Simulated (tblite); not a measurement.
# C17H23OS2: the cost of one run

Computed with tblite 0.8.0 and PySCF 2.14.0 and routines of our own; the level stands in each step. Atoms count from 0.

### 1 The starting structure

43 atoms, charge 1, multiplicity 1; geometry from: force field, distance geometry or constructed start.

### 2 Geometry optimisation with GFN2-xTB

The job: settings as JSON, then the geometry in Å.

```
{"job": {"kind": "relax", "xc": "GFN2-xTB", "basis": "xTB"}, "charge": 1, "multiplicity": 1}
C     -0.759000    -3.296600    -0.713000
C     -1.458100    -1.937000    -0.457900
C     -2.300400    -1.600800    -1.689700
C     -2.385100    -2.106500     0.760800
C     -0.482300    -0.789200    -0.176300
C      0.858800    -0.883200    -0.159100
C      1.668400     0.303600     0.113100
C      3.021000     0.301600     0.160500
C      3.822200    -0.861600    -0.057200
S      4.252600    -1.825500     1.351600
C      5.148700    -2.902000     0.344000
C      5.196400    -2.589100    -1.158800
S      4.349800    -1.187600    -1.697500
C      0.966800     1.556900     0.353000
C     -0.383600     1.595100     0.319400
C     -1.257300     2.827700     0.555500
C     -0.453500     4.114400     0.843800
C     -2.189700     2.565500     1.747900
C     -2.110500     3.083100    -0.706100
O     -1.120100     0.434100     0.057000
H     -0.110300    -3.246700    -1.587100
H     -0.164600    -3.611200     0.148800
H     -1.498700    -4.079000    -0.892900
H     -3.017300    -2.408700    -1.920000
H     -1.674400    -1.447400    -2.574100
H     -2.898600    -0.685400    -1.541100
H     -2.972200    -1.204400     0.960700
H     -3.094700    -2.931000     0.611500
H     -1.810400    -2.335600     1.672000
H      1.364500    -1.824800    -0.333500
H      3.565100     1.217400     0.366700
H      5.663200    -3.761400     0.748500
H      5.746900    -3.223100    -1.841100
H      1.553800     2.443700     0.563200
H     -1.122000     4.968700     0.996300
H      0.155800     4.011400     1.745500
H      0.210200     4.371600     0.006600
H     -2.826800     3.440000     1.944100
H     -1.613500     2.360400     2.660200
H     -2.855600     1.716400     1.575100
H     -2.770600     2.232900    -0.927000
H     -2.740800     3.959100    -0.578200
H     -1.473500     3.251300    -1.592300
```

Run with:

```
$ OMP_NUM_THREADS=1 python large_run.py task.json out
```

The driver reads the jobs from task.json and runs them one after another.

**Question.** How long does this first job take on 1 thread of AMD EPYC 7R43, shared host, and how much memory does it need?

About 11 s, with a peak of 0.19 GiB.
